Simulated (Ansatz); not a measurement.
# C2H9OSbSi: basis-set convergence

An exercise on one series of results from a longer session: the logs are not shown, and one member is left open.

The runs use Ansatz 0.2.0, Gaussian basis; one geometry, several basis sets.

Plan: PBE0-D4/def2-SVP; ωB97M-V/def2-SVP; PBE0-D4/def2-QZVPP; ωB97M-V/def2-QZVPP; the functionals' def2-TZVPP values are taken from earlier runs.

### The relaxed structure

An earlier PBE0-D4 in a triple-zeta def2 set relaxation fixed the geometry. Sb takes the def2 core potential; no spin-orbit term is included.

SMILES `C[O][Sb]([CH3])[SiH3]`, 14 atoms, charge 0, spin multiplicity 1.

Atoms are counted from 1 here; the program's logs count them from 0.

Bond lengths: C1–O2 1.404 Å, C1–H6 1.094 Å, C1–H7 1.099 Å, C1–H8 1.099 Å, O2–Sb3 1.985 Å, Sb3–C4 2.147 Å, Sb3–Si5 2.593 Å, C4–H9 1.090 Å, C4–H10 1.091 Å, C4–H11 1.089 Å, Si5–H12 1.488 Å, Si5–H13 1.489 Å, Si5–H14 1.491 Å. Angles: O2–C1–H6 107.9°, O2–C1–H7 112.4°, O2–C1–H8 112.7°, H6–C1–H7 107.8°, H6–C1–H8 107.9°, H7–C1–H8 107.9°, C1–O2–Sb3 117.7°, O2–Sb3–C4 91.2°, O2–Sb3–Si5 93.9°, C4–Sb3–Si5 93.1°, Sb3–C4–H9 108.0°, Sb3–C4–H10 110.2°, Sb3–C4–H11 109.3°, H9–C4–H10 109.9°, H9–C4–H11 110.0°, H10–C4–H11 109.4°, Sb3–Si5–H12 110.3°, Sb3–Si5–H13 110.2° and more.

The first run:

The input, in.yaml:

```yaml
crystal:
  periodic: [false, false, false]
  atoms:
    - {symbol: C, position_ang: [-2.199895, 0.809217, 0.786962]}
    - {symbol: O, position_ang: [-1.124007, -0.092050, 0.823958]}
    - {symbol: Sb, position_ang: [-0.367507, -0.698659, -0.908648]}
    - {symbol: C, position_ang: [0.933134, -2.081374, 0.093384]}
    - {symbol: Si, position_ang: [1.434109, 1.165406, -0.974716]}
    - {symbol: H, position_ang: [-2.562427, 0.942070, 1.810200]}
    - {symbol: H, position_ang: [-1.906431, 1.796814, 0.404014]}
    - {symbol: H, position_ang: [-3.037757, 0.444789, 0.176245]}
    - {symbol: H, position_ang: [1.256810, -1.623525, 1.027680]}
    - {symbol: H, position_ang: [1.799438, -2.302774, -0.531562]}
    - {symbol: H, position_ang: [0.389689, -3.002770, 0.299185]}
    - {symbol: H, position_ang: [2.229247, 1.159178, 0.283341]}
    - {symbol: H, position_ang: [0.788415, 2.497395, -1.132628]}
    - {symbol: H, position_ang: [2.354583, 0.957285, -2.128616]}
basis:
  gaussian: {orbitals: def2-SVP}
hamiltonian: {xc: pbe0, dispersion: d4}
output: {orbitals: {seedname: orbitals}}
```

The run is started by

```console
$ ansatz run in.yaml --threads 4 --pin off --events-out ev --progress --plain --max-ram 11315MiB
```

Steps of the session up to this table: PBE0-D4 in def2-SVP; ωB97M-V in def2-SVP; PBE0-D4 in def2-QZVPP; ωB97M-V in def2-QZVPP.

One of the session's tables, all rows but one given; the rest of the session is left out.

It belongs to the step «Density functionals: the series». 

```
functional       basis  HOMO (eV)
   PBE0-D4    def2-SVP      -6.41
   PBE0-D4  def2-TZVPP      -6.51
   PBE0-D4  def2-QZVPP      -6.53
   ωB97M-V    def2-SVP      -8.42
   ωB97M-V  def2-TZVPP      -8.53
   ωB97M-V  def2-QZVPP          ?
```

**Question.** Estimate the row for ωB97M-V, def2-QZVPP.

**Answer.** HOMO (eV): -8.55. In the column «HOMO (eV)» it is the lowest.
